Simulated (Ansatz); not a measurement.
AgRh under changes of volume

One of the cells (16.064 Å³/atom); the others are scaled copies at fixed shape and fractional positions:

```
Ag Rh
1.0
     2.77759    0.00000    0.00000
    -1.38879    2.40546    0.00000
     0.00000    0.00000    4.80860
Ag Rh
1 1
Direct
  0.00000 0.00000 0.50000
  0.66667 0.33333 0.00000
```

The cell comes from a database or a generator and needn't be the stable form of this composition.

| Quantity | Value |
| --- | --- |
| Program | Ansatz 0.2.0 |
| Functional | BLYP |
| Potentials or basis | all-electron LAPW, scalar-relativistic |
| Cutoff | 263 eV (chosen from the basis error) |
| Basis error allowed | 0.001 eV/atom |
| k mesh | 11 × 11 × 6 |
| Occupations | methfessel-paxton, width 0.1 eV |
| Spin | no spin polarisation |

```csv
volume (Å³/atom),energy over the lowest point (meV/atom),pressure (GPa)
15.100,90.12,18.8
15.421,57.02,14.3
15.743,32.38,10.4
16.064,15.22,6.8
16.385,?,?
16.707,0.00,1.0
17.028,0.47,-1.4
```

What does the run at 16.385 Å³/atom give?

Energy over the lowest point 4.69 meV/atom; pressure 3.7 GPa.

Worked out: A Birch-Murnaghan fit of order 3 (a polynomial in V^(-2/3)) to the other rows has its minimum at 16.83 Å³/atom with B0 = V·E''(V) = 128 GPa and B' = 5.5 at fixed shape and positions, which overstates the stiffness. It gives 4.70 meV/atom at 16.385 Å³/atom, against the run's 4.69, and -dE/dV = 3.7 GPa, against 3.7.

Energies are extrapolated to zero smearing.

The runs don't all hold the same shells in valence.
